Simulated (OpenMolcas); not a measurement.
# W³⁺ among point charges: CASSCF and CASPT2 levels and susceptibility

How does a field of 6 point charges split the states of W³⁺, and what χT follows?

Program: OpenMolcas 26.06. Level of theory: state-averaged CASSCF and CASPT2, spin-orbit coupling by RASSI with atomic mean-field integrals. These are calculated values, not measurements, unless marked.

**1. The atom as given**

```
Species                           : W³⁺ (tungsten, Z = 74, 71 electrons)
Basis                             : ANO-RCC-VDZP [7s6p4d2f1g], 68 functions
Scalar Hamiltonian                : DKH2, point nucleus
Inactive shells                   : 1s 2s 2p 3s 3p 3d 4s 4p 4d 4f 5s 5p
Active space                      : 3 electrons in 5 orbitals (5d)
Some configurations of this space : 5d³
Orbitals                          : optimised for each spin and parity, averaged over all roots
```

The outer shells:

5d3
```
5d [↑ ][↑ ][↑ ][  ][  ]
```

The ion sits among 6 point charges of -1.7 e arranged as an octahedron (Oh), 2.16 Å from the ion.

The work runs as a chain of OpenMolcas steps in one folder; each step below is one input file. Labels, J, g values, rates, χT and fits are worked out afterwards by a script from the matrices that RASSI stores. The input lists half of the charges; inversion (Group=XYZ) makes the rest.

**2. GATEWAY and SEWARD: basis and integrals**

The input, a.inp:

```
&GATEWAY
Coord
1

W 0.0 0.0 0.0
Basis=ANO-RCC-VDZP
Group=XYZ
NoMove
AngMom=0.0 0.0 0.0
AMFI
XField
3 Angstrom 0
2.160000 0.000000 0.000000 -1.700000
0.000000 2.160000 0.000000 -1.700000
0.000000 0.000000 2.160000 -1.700000
&SEWARD
```

On the command line:

```console
> OMP_NUM_THREADS=1 MOLCAS_MEM=1689 MOLCAS_PROJECT=a pymolcas a.inp > a.log
```

**3. Reference wave functions, quartets of even parity, 10 roots**

The input, a.inp:

```
&RASSCF
FileOrb=start.orb
Symmetry=1
Spin=4
nActEl=3 0 0
Inactive=15 19
Ras2=5 0
CIRoot=10 10 1
SDav=10
CIMx=300
Iter=120 100
PrWF=0.3
OrbListing=Nothing
MaxOrb=0
>>> COPY $Project.JobIph JOB001
```

start.orb holds the contracted functions of the basis, ordered by shell, or the orbitals of the step before.

**4. Reference wave functions, doublets of even parity, 40 roots**

The input, a.inp:

```
&RASSCF
FileOrb=start.orb
Symmetry=1
Spin=2
nActEl=3 0 0
Inactive=15 19
Ras2=5 0
CIRoot=40 40 1
SDav=40
CIMx=300
Iter=120 100
PrWF=0.3
OrbListing=Nothing
MaxOrb=0
>>> COPY $Project.JobIph JOB002
```

**5. State interaction with spin-orbit coupling**

The input, a.inp:

```
&RASSI
NrOfJobIphs=2 10 40
1 2 3 4 5 6 7 8 9 10
1 2 3 4 5 6 7 8 9 10 11 12 13 14 15 16 17 18 19 20 21 22 23 24 25 26 27
28 29 30 31 32 33 34 35 36 37 38 39 40
IphNames
JOB001
JOB002
EJob
SpinOrbit
DIPRint=1.0
SOCoupling=1000.0
Subsets=2
Property=9
'ANGMOM' 1 'ANGMOM' 2 'ANGMOM' 3 'MLTPL  1' 1 'MLTPL  1' 2 'MLTPL  1' 3
'AMFI' 1 'AMFI' 2 'AMFI' 3
SOProperty=3
'ANGMOM' 1 'ANGMOM' 2 'ANGMOM' 3
```

**6. CASPT2: IPEA 0.25, imaginary shift 0.1 (closed shells correlated: 4f 5s 5p)**

The input, a.inp:

```
>>> COPY JOB001 $Project.JobIph
&CASPT2
Multistate=10 1 2 3 4 5 6 7 8 9 10
NoMult
Frozen=14 9
IPEA=0.25
Imaginary=0.1
MaxIter=60
WThr=0.0 0.3 0.05
PrWF=0.5
NoMix
>>> COPY JOB002 $Project.JobIph
&CASPT2
Multistate=40 1 2 3 4 5 6 7 8 9 10 11 12 13 14 15 16 17 18 19 20 21 22
23 24 25 26 27 28 29 30 31 32 33 34 35 36 37 38 39 40
NoMult
Frozen=14 9
IPEA=0.25
Imaginary=0.1
MaxIter=60
WThr=0.0 0.3 0.05
PrWF=0.5
NoMix
```

(Steps that only read results are left out.)

Q: Predict the outcome of this session. Wanted: spin-free ground state; first state of the same spin within the active space; lowest level; next level.

The runs gave:

```
                                            quantity                                                                           value
                                              method  SS-CASPT2, IPEA 0.25, imaginary shift 0.1 (closed shells correlated: 4f 5s 5p)
                              spin-free ground state                                                 4A2, 1-fold in its orbital part
first state of the same spin within the active space                                                               4T2 at 12200 cm⁻¹
                                        lowest level                                                                       4-fold Γ8
                                          next level                                                                     9107.6 cm⁻¹
                                         χT at 300 K                                                                  0.74 cm³ K/mol
                           effective moment at 300 K                                                                         2.43 μB
```

Cost by method:

| method | time of its own steps | time with the reference |
| --- | --- | --- |
| A. CASSCF | 17 s | 17 s |
| B. SS-CASPT2, IPEA 0.25, imaginary shift 0.1, +4f 5s 5p | 13 s | 30 s |

Times are of one thread on a shared host.

What this shows: The spin-free ground state (4A2) comes to 100 % from free-ion F terms and keeps the highest spin of the shell. χT at 300 K is 0.74, against 1.88 cm³ K/mol for the spin alone, so spin-orbit coupling lowers it. CASPT2 does not keep the components of a term degenerate, and the means are used. The field of point charges can differ much from that of real complexes. This is an electrostatic model: the charges have no orbitals.
